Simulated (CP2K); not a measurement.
**BiTe under changes of volume**

One of the cells (33.855 Å³/atom); the others are scaled copies at fixed shape and fractional positions:

```xyz
2
Lattice="4.5750 0.0000 0.0000 2.2875 3.9620 0.0000 2.2875 1.3207 3.7355" Properties=species:S:1:pos:R:3 pbc="T T T"
Bi    0.0000    0.0000    0.0000
Te    4.5750    2.6414    1.8677
```

* Program: CP2K 2026.2
* Functional: PBE
* Potentials or basis: POTENTIAL_UZH Bi GTH-PBE-q5, Te GTH-PBE-q6; TZVP-MOLOPT-PBE-GTH basis
* Density cutoff: 6123 eV
* k mesh: 7 × 7 × 7
* Occupations: fermi-dirac, width 0.05 eV
* Spin: no spin polarisation

```tsv
volume (Å³/atom)	energy over the lowest point (meV/atom)	pressure (GPa)
31.824	45.24	5.2
32.501	26.30	3.8
33.178	?	?
33.855	4.30	1.5
34.532	0.17	0.5
35.209	0.00	-0.4
35.886	3.40	-1.2
```

What does the run at 33.178 Å³/atom give?

Energy over the lowest point 12.84 meV/atom; pressure 2.6 GPa.

Worked out: A Birch-Murnaghan fit of order 3 (a polynomial in V^(-2/3)) to the other rows has its minimum at 34.90 Å³/atom with B0 = V·E''(V) = 46 GPa and B' = 4.5. It gives 12.84 meV/atom at 33.178 Å³/atom, against the run's 12.84, and -dE/dV = 2.6 GPa, against 2.6.

Energies are extrapolated to zero smearing.

Caveats: the basis of atomic orbitals isn't converged, which shifts pressures, moduli and gaps.
